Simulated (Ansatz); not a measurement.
# CH₇FSSi₂: one species, many methods

An exercise on one series of results from a longer session: the logs are not shown, and one member is left open.

Program: Ansatz 0.2.0, Gaussian basis. Level of theory: functionals in def2-TZVPP, the program's frozen cores in correlated methods. These are calculated values, not measurements.

Plan: PBE-D4, r2SCAN-D4, PBE0-D4, B3LYP-D4, ωB97X-V, ωB97M-V, B2PLYP; CCSD(T)/def2-TZVPP; MP2/def2-QZVPP; extrapolation to the limit.

### The relaxed structure

The geometry comes from an earlier relaxation with PBE0-D4 in a triple-zeta def2 set; it is a stationary point, not always the lowest conformer.

SMILES `FC([SiH3])[SiH2]S`, 12 atoms, charge 0, spin multiplicity 1.

Atoms are counted from 1 here; the program's logs count them from 0.

Bond lengths: F1–C2 1.410 Å, C2–Si3 1.896 Å, C2–Si4 1.892 Å, C2–H6 1.098 Å, Si3–H7 1.484 Å, Si3–H8 1.487 Å, Si3–H9 1.485 Å, Si4–S5 2.132 Å, Si4–H10 1.485 Å, Si4–H11 1.484 Å, S5–H12 1.345 Å. Angles: F1–C2–Si3 108.9°, F1–C2–Si4 107.9°, F1–C2–H6 107.4°, Si3–C2–Si4 115.0°, Si3–C2–H6 109.0°, Si4–C2–H6 108.4°, C2–Si3–H7 109.9°, C2–Si3–H8 107.6°, C2–Si3–H9 110.0°, H7–Si3–H8 109.6°, H7–Si3–H9 109.8°, H8–Si3–H9 109.9°, C2–Si4–S5 110.9°, C2–Si4–H10 108.5°, C2–Si4–H11 109.2°, S5–Si4–H10 111.6°, S5–Si4–H11 106.1°, H10–Si4–H11 110.4° and more.

Set-up of the first run:

The input, in.yaml:

```yaml
crystal:
  periodic: [false, false, false]
  atoms:
    - {symbol: F, position_ang: [-0.930824, 1.232536, 0.856162]}
    - {symbol: C, position_ang: [-0.604347, -0.000257, 0.254945]}
    - {symbol: Si, position_ang: [0.143377, -1.145924, 1.567056]}
    - {symbol: Si, position_ang: [0.516204, 0.354285, -1.227638]}
    - {symbol: S, position_ang: [-0.441873, 1.664148, -2.609739]}
    - {symbol: H, position_ang: [-1.538669, -0.442322, -0.114320]}
    - {symbol: H, position_ang: [1.415232, -0.572235, 2.073565]}
    - {symbol: H, position_ang: [0.410621, -2.457907, 0.919976]}
    - {symbol: H, position_ang: [-0.810526, -1.321672, 2.690879]}
    - {symbol: H, position_ang: [1.792959, 0.924189, -0.728174]}
    - {symbol: H, position_ang: [0.767762, -0.909920, -1.963523]}
    - {symbol: H, position_ang: [-0.643014, 2.619880, -1.685191]}
basis:
  gaussian: {orbitals: def2-TZVPP}
hamiltonian: {xc: pbe, dispersion: d4}
output: {forces: true, orbitals: {seedname: orbitals}}
```

Command:

```console
> ansatz run in.yaml --threads 4 --pin off --events-out ev --progress --plain --max-ram 10444MiB
```

Steps of the session up to this table: PBE-D4 (GGA); r2SCAN-D4 (meta-GGA); PBE0-D4 (hybrid); B3LYP-D4 (hybrid); ωB97X-V (range-separated); ωB97M-V (range-separated); B2PLYP (double hybrid); CCSD(T) in def2-TZVPP; MP2 in def2-QZVPP.

One table of the session follows, with a row left open; its other results are not shown here.

```
            method  atomisation energy (kJ/mol)
            PBE-D4                       3862.9
         r2SCAN-D4                       3851.3
           PBE0-D4                       3819.1
          B3LYP-D4                       3835.0
           ωB97X-V                       3878.3
           ωB97M-V                       3861.8
            B2PLYP                            ?
     HF/def2-TZVPP                       2829.9
    MP2/def2-TZVPP                       3762.6
   CCSD/def2-TZVPP                       3691.0
CCSD(T)/def2-TZVPP                       3741.0
           MP2/CBS                       3870.9
       CCSD(T)/CBS                       3849.3
```

**Question.** Estimate the row for B2PLYP.

The run gave: atomisation energy (kJ/mol): 3782.5. In the column «atomisation energy (kJ/mol)» it lies between MP2/def2-TZVPP (3762.6) and PBE0-D4 (3819.1).

Caveats from the session: Free atoms (1 F, 1 C, 2 Si, 1 S, 7 H) were run apart at each level; the atomisation energy is their sum less the molecule, without zero-point or spin-orbit terms.
